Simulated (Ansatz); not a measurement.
# Hf2SeS3: the cost of one run

Method: DFT PBE, scalar-relativistic, plane waves, PAW, in Ansatz 0.2.0.

**1. Starting point**

The structure is trigonal, space group P-3m1 (No. 164). The conventional cell has a = 4.338 Å, b = 4.338 Å, c = 7.855 Å, α = 90.00°, β = 90.00°, γ = 120.00°. Hf (site symmetry 3m) has 7 S at 2.52 to 2.87 Å and 3 Se at 3.56 Å as nearest neighbours. Se (site symmetry -3m) is surrounded by 6 Hf at 3.56 Å. S (site symmetry -3m) is surrounded by 6 S at 2.74 Å and 6 Hf at 2.87 Å. S (site symmetry 3m) has 4 Hf at 2.52 Å as nearest neighbours.

Coordinates:

```
CELL_PARAMETERS angstrom
4.33759 0.00000 0.00000
-2.16879 3.75646 0.00000
0.00000 0.00000 7.85452
ATOMIC_POSITIONS crystal
Hf 0.66667 0.33333 0.67866
Hf 0.33333 0.66667 0.32134
Se 0.00000 0.00000 0.00000
S 0.00000 0.00000 0.50000
S 0.66667 0.33333 0.35725
S 0.33333 0.66667 0.64275
```

Recipe of the guess: species swapped into a database cell of Sr2H3I (P-3m1, No. 164), with Hf on the Sr sites, S on the H sites and Se on the I sites. Its size is a rough estimate.

**2. Probe: one point on a coarse mesh**

File input.yaml:

```yaml
crystal:
  lattice:
    - [4.33758789, 0.0, 0.0]
    - [-2.16879394, 3.7564613, 0.0]
    - [0.0, 0.0, 7.85451861]
  atoms:
    - { symbol: Hf, position: [0.66666667, 0.33333333, 0.67865527] }
    - { symbol: Hf, position: [0.33333333, 0.66666667, 0.32134473] }
    - { symbol: Se, position: [0.0, 0.0, 0.0] }
    - { symbol: S, position: [0.0, 0.0, 0.5] }
    - { symbol: S, position: [0.66666667, 0.33333333, 0.3572515] }
    - { symbol: S, position: [0.33333333, 0.66666667, 0.6427485] }
basis:
  ecutwfc: 420
kpoints:
  mp_grid: { grid: [6, 6, 2] }
hamiltonian:
  xc: pbe
scf:
  occupations: { method: gaussian, width: 0.1 }
  lower_state_search: "off"
output:
  forces: true
  stress: true
  eigenvalues: true
```

On the command line:

```bash
> ansatz run input.yaml --threads 1 --pin off --max-ram 2560MiB --backend cpu --events-out ev --progress --plain --runs-dir out
```

Q: Estimate wall time and peak memory on 1 thread of AMD EPYC 7R43 (Zen 3), shared host.

About 5.1 s, with a peak of 0.47 GiB.
